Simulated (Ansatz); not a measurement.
Write a Python script for the Python package of Ansatz (0.2.0) that makes a relaxed scan of one distance of ClGeH2, SMILES [Cl][GeH2]. Use (for the species named): PBE0, def2-SVP basis, multiplicity 2.

`clgeh2.xyz`
```text
4

Cl   -1.51748    0.32323    0.96962
Ge    0.06409   -0.57345   -0.13719
H     0.09770    0.30426   -1.46116
H     1.35568   -0.05403    0.62873
```

Script `clgeh2.py`:
```python
'''Relaxed scan of one distance in ClGeH2.'''

from dataclasses import dataclass

import ansatz as az
import numpy as np


@dataclass(frozen=True)
class Options:
    basis: str = 'def2-SVP'
    functional: str = 'PBE0'


settings = Options()


def main() -> None:
    molecule = az.Crystal.molecule_from_extxyz('clgeh2.xyz')

    calculation = (
        molecule.calculation()
        .basis(gaussian=settings.basis)
        .functional(settings.functional)
        .spin('collinear', total=1)
    )
    symbols = [site.symbol for site in molecule.cartesian_sites]
    pairs = [(0, 1), (1, 2), (1, 3)]
    print('held (A)   E (eV)        ', '  '.join(f'{symbols[i]}{i}-{symbols[j]}{j}' for i, j in pairs))
    for length in [1.46, 1.59, 1.72, 1.91, 2.14]:
        report = calculation.relax(constraints=[az.DistanceConstraint((1, 2), at=length)], force_tolerance=0.02, max_steps=60).run().report
        xyz = np.array(report['positions_ang'])
        print(f'{length:6.2f} {report["free_energy_ev"]:14.5f}  ', '  '.join(f'{np.linalg.norm(xyz[i] - xyz[j]):.3f}' for i, j in pairs))


if __name__ == '__main__':
    main()
```

```console
$ python clgeh2.py
held (A)   E (eV)         Cl0-Ge1  Ge1-H2  Ge1-H3
DeckWarning: relax.constraints: the input's atoms, or those drawn, lie off the distances that are held; a relaxation that starts there is brought onto them ahead of its first SCF, by positions alone, an atom by 6.44e-2 Å at the most. With the symmetry detection on, the symmetry is detected on the input's atoms as so [...]
  1.46   -69050.84858   2.168  1.460  1.547
  1.59   -69050.90823   2.168  1.590  1.550
  1.72   -69050.73877   2.168  1.720  1.553
  1.91   -69050.29417   2.167  1.910  1.559
  2.14   -69049.67819   2.170  2.140  1.569
```
(Warnings from the package without file and line, shortened, repeats left out.)

Caveats:
- Total energies depend on the basis set; only differences at equal settings carry meaning.
- The energies are electronic: no zero-point or thermal terms, and the basis set is short of its limit.
- The run takes the species as open-shell (spin multiplicity 2), which needn't be its ground state.
- Wall time of the script: 70 s on 1 thread of Arm Neoverse V1 (shared host), peak memory 0.23 GiB.
